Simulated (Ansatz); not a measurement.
**Cl₃HSiTe: small, medium and large basis sets**

The task here is to estimate one member of a computed series from the others.

Computed with Ansatz 0.2.0, Gaussian basis. Level: one geometry, several basis sets.

Levels to be run: PBE0-D4/def2-SVP; ωB97M-V/def2-SVP; PBE0-D4/def2-QZVPP; ωB97M-V/def2-QZVPP; the functionals' def2-TZVPP values are taken from earlier runs.

## The relaxed structure

All runs share one geometry, relaxed beforehand with PBE0-D4 in a triple-zeta def2 set. Te takes the def2 core potential; no spin-orbit term is included.

SMILES `Cl[Si](Cl)(Cl)[TeH]`, 6 atoms, charge 0, spin multiplicity 1.

Atoms are counted from 1 here; the program's logs count them from 0.

Bond lengths: Cl1–Si2 2.036 Å, Si2–Cl3 2.037 Å, Si2–Cl4 2.036 Å, Si2–Te5 2.468 Å, Te5–H6 1.659 Å. Angles: Cl1–Si2–Cl3 109.0°, Cl1–Si2–Cl4 107.0°, Cl1–Si2–Te5 112.8°, Cl3–Si2–Cl4 109.0°, Cl3–Si2–Te5 106.2°, Cl4–Si2–Te5 112.8°, Si2–Te5–H6 90.2°.

The first run:

Contents of in.yaml:

```yaml
crystal:
  periodic: [false, false, false]
  atoms:
    - {symbol: Cl, position_ang: [-0.715434, -1.045686, 1.752731]}
    - {symbol: Si, position_ang: [0.251144, -0.479709, 0.052422]}
    - {symbol: Cl, position_ang: [2.191727, -1.088251, 0.159895]}
    - {symbol: Cl, position_ang: [-0.657828, -1.437525, -1.497434]}
    - {symbol: Te, position_ang: [0.315037, 1.970238, -0.241396]}
    - {symbol: H, position_ang: [-1.342548, 2.016832, -0.272419]}
basis:
  gaussian: {orbitals: def2-SVP}
hamiltonian: {xc: pbe0, dispersion: d4}
output: {orbitals: {seedname: orbitals}}
```

Among the steps run: PBE0-D4 in def2-SVP; ωB97M-V in def2-SVP; PBE0-D4 in def2-QZVPP; ωB97M-V in def2-QZVPP.

One of the session's tables, all rows but one given; the rest of the session is left out.

It belongs to the step «Functionals by basis». 

| functional | basis | HOMO (eV) |
| --- | --- | --- |
| PBE0-D4 | def2-SVP | -6.99 |
| PBE0-D4 | def2-TZVPP | -7.07 |
| PBE0-D4 | def2-QZVPP | -7.10 |
| ωB97M-V | def2-SVP | ? |
| ωB97M-V | def2-TZVPP | -9.15 |
| ωB97M-V | def2-QZVPP | -9.19 |

**Question.** Estimate the row for ωB97M-V, def2-SVP.

**Answer.** HOMO (eV): -9.04. In the column «HOMO (eV)» it lies between ωB97M-V, def2-TZVPP (-9.15) and PBE0-D4, def2-QZVPP (-7.10).
